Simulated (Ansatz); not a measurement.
# F2H5NOSi: the cost of one run

Program: Ansatz 0.2.0, Gaussian basis. Level of theory: PBE0-D4, def2-SVP first, then def2-TZVP. These are calculated values, not measurements.

152 further runs of the same task are left out: 152 set aside as unsound or not needed.

## Step 1: The starting structure

The guess: 10 atoms, charge 0, spin multiplicity 1.

Atoms are counted from 1 here; the program's logs count them from 0.

Bond lengths: Si1–O2 1.966 Å, Si1–F3 1.639 Å, Si1–F4 1.609 Å, Si1–H5 1.437 Å, Si1–N7 1.832 Å, O2–H6 1.228 Å, O2–H8 0.957 Å, H6–N7 1.295 Å, N7–H9 1.013 Å, N7–H10 1.010 Å. Angles: O2–Si1–F3 170.3°, O2–Si1–F4 88.7°, O2–Si1–H5 87.9°, O2–Si1–N7 73.9°, F3–Si1–F4 93.7°, F3–Si1–H5 98.1°, F3–Si1–N7 96.4°, F4–Si1–H5 127.4°, F4–Si1–N7 109.0°, H5–Si1–N7 120.2°, Si1–O2–H6 76.0°, Si1–O2–H8 119.3°, H6–O2–H8 116.4°, O2–H6–N7 129.9°, Si1–N7–H6 79.9°, Si1–N7–H9 115.3°, Si1–N7–H10 115.2°, H6–N7–H9 120.2° and more.

Geometry (Å):

```mol
F2H5NOSi
  3D, bonds by distance, orders not assigned

 10 10  0  0  0  0  0  0  0  0999 V2000
    0.4875    0.6405    0.2055 Si  0  0
    0.9130   -1.1742   -0.4206 O   0  0
   -0.1313    2.0800    0.6880 F   0  0
    0.8127    0.1597    1.7060 F   0  0
    1.4157    1.1378   -0.7719 H   0  0
   -0.3089   -1.1032   -0.5224 H   0  0
   -1.1025   -0.0983   -0.3273 N   0  0
    1.2513   -1.8167    0.2025 H   0  0
   -1.8188   -0.1459    0.3869 H   0  0
   -1.5187    0.3202   -1.1467 H   0  0
  1  2  8  0
  1  3  8  0
  1  4  8  0
  1  5  8  0
  1  7  8  0
  2  6  8  0
  2  8  8  0
  6  7  8  0
  7  9  8  0
  7 10  8  0
M  END
```

Distances that are to change: Si1–N7 1.83 Å, O2–H6 1.23 Å, Si1–O2 1.97 Å, H6–N7 1.30 Å.

## Step 2: Constrained relaxation of the guess

Input file hold/in.yaml:

```yaml
crystal:
  periodic: [false, false, false]
  atoms:
    - {symbol: Si, position_ang: [0.487500, 0.640500, 0.205500]}
    - {symbol: O, position_ang: [0.913000, -1.174200, -0.420600]}
    - {symbol: F, position_ang: [-0.131300, 2.080000, 0.688000]}
    - {symbol: F, position_ang: [0.812700, 0.159700, 1.706000]}
    - {symbol: H, position_ang: [1.415700, 1.137800, -0.771900]}
    - {symbol: H, position_ang: [-0.308900, -1.103200, -0.522400]}
    - {symbol: N, position_ang: [-1.102500, -0.098300, -0.327300]}
    - {symbol: H, position_ang: [1.251300, -1.816700, 0.202500]}
    - {symbol: H, position_ang: [-1.818800, -0.145900, 0.386900]}
    - {symbol: H, position_ang: [-1.518700, 0.320200, -1.146700]}
basis:
  gaussian: {orbitals: def2-SVP}
hamiltonian: {xc: pbe0, dispersion: d4}
relax: {f_tol: 0.04, max_steps: 150, escape_saddle: false, constraints: [{distance: [0, 6]}, {distance: [1, 5]}, {distance: [0, 1]}, {distance: [5, 6]}]}
```

The run is started by

```console
> ansatz run in.yaml --threads 4 --pin off --events-out ev --progress --plain --max-ram 9574MiB
```

**Question.** How long does this run take on 4 threads of AMD EPYC, shared host?

About 16 s.
